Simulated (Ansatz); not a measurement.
**(CuNH2)2 ring (Cu₂N₂H₄): geometry, orbitals and charge**

What does (CuNH2)2 ring (Cu₂N₂H₄) look like as a singlet, and where do its frontier electrons sit?

Program: Ansatz 0.2.0, Gaussian basis. Level of theory: RKS PBE0-D4/def2-TZVP. These are calculated values, not measurements.

Levels to be run: relaxation at r2SCAN-D4/def2-SVP; a search for the lowest solution at PBE0-D4/def2-SVP; a single point at PBE0-D4/def2-TZVP; harmonic vibrations at r2SCAN-D4/def2-SVP.

## (1) The system as given

8 atoms, charge 0, spin multiplicity 1.

Atoms are counted from 1 here; the program's logs count them from 0.

Bond lengths: Cu1–N2 2.004 Å, Cu1–N4 2.004 Å, N2–Cu3 2.005 Å, N2–H5 1.011 Å, N2–H6 1.011 Å, Cu3–N4 2.004 Å, N4–H7 1.011 Å, N4–H8 1.011 Å. Angles: N2–Cu1–N4 106.1°, Cu1–N2–Cu3 73.9°, Cu1–N2–H5 118.3°, Cu1–N2–H6 118.3°, Cu3–N2–H5 118.2°, Cu3–N2–H6 118.2°, H5–N2–H6 107.3°, N2–Cu3–N4 106.0°, Cu1–N4–Cu3 73.9°, Cu1–N4–H7 118.2°, Cu1–N4–H8 118.3°, Cu3–N4–H7 118.2°, Cu3–N4–H8 118.3°, H7–N4–H8 107.3°.

Coordinates:

```mol
Cu2H4N2
  3D, bonds by distance, orders not assigned

  8  8  0  0  0  0  0  0  0  0999 V2000
   -0.8395   -0.7089   -0.4945 Cu  0  0
   -0.8958    0.1389    1.3201 N   0  0
    0.8392    0.7105    0.4942 Cu  0  0
    0.8954   -0.1389   -1.3204 N   0  0
   -0.8639   -0.4636    2.1313 H   0  0
   -1.5970    0.8454    1.4970 H   0  0
    1.5965   -0.8461   -1.4955 H   0  0
    0.8651    0.4627   -2.1323 H   0  0
  1  2  8  0
  1  4  8  0
  2  3  8  0
  2  5  8  0
  2  6  8  0
  3  4  8  0
  4  7  8  0
  4  8  8  0
M  END
```

No spin-orbit coupling is included.

The start is a GFN2-xTB geometry.

## (2) Relaxation at r2SCAN-D4/def2-SVP

Input file in.yaml:

```yaml
crystal:
  periodic: [false, false, false]
  atoms:
    - {symbol: Cu, position_ang: [-0.839540, -0.708940, -0.494480]}
    - {symbol: N, position_ang: [-0.895780, 0.138930, 1.320070]}
    - {symbol: Cu, position_ang: [0.839200, 0.710480, 0.494240]}
    - {symbol: N, position_ang: [0.895360, -0.138920, -1.320400]}
    - {symbol: H, position_ang: [-0.863870, -0.463560, 2.131300]}
    - {symbol: H, position_ang: [-1.596950, 0.845420, 1.497050]}
    - {symbol: H, position_ang: [1.596470, -0.846140, -1.495470]}
    - {symbol: H, position_ang: [0.865100, 0.462740, -2.132310]}
basis:
  gaussian: {orbitals: def2-SVP}
hamiltonian: {xc: r2scan, dispersion: d4}
scf: {lower_state_search: "off"}
output: {orbitals: {seedname: orbitals}}
relax: {f_tol: 0.02, max_steps: 100}
```

The run is started by

```bash
> ansatz run in.yaml --threads 4 --pin off --events-out ev --progress --plain --max-ram 3916MiB
```

After this run come: Searching for the lowest solution, PBE0-D4/def2-SVP; Single point, PBE0-D4/def2-TZVP; Vibrations by finite differences.

Before running them: what should the planned runs give, taken together? Wanted: point group; commonest bond, hydrogen aside; HOMO, LUMO at PBE0-D4/def2-TZVP; dipole at r2SCAN-D4/def2-SVP; lowest, highest wavenumber.

The runs gave:

| quantity | value |
| --- | --- |
| point group | D2h |
| commonest bond, hydrogen aside | Cu–N, 4 of mean length 1.974 Å |
| HOMO, LUMO at PBE0-D4/def2-TZVP | -5.28, -1.16 eV |
| dipole at r2SCAN-D4/def2-SVP | 0.00 D |
| lowest, highest wavenumber | 154, 3550 cm⁻¹ |

**Reading.** The molecule keeps its bonding pattern by the stored test; the atoms moved 0.06 Å (rms). All wavenumbers are real: a minimum at this level. The HOMO lies nearest to Cu1, Cu3 about 38 % each; N2, N4 about 8 % each and the LUMO to Cu1, Cu3 about 34 % each; 4 H atoms about 6 % each. Whether this spin is the lowest isn't tested here.
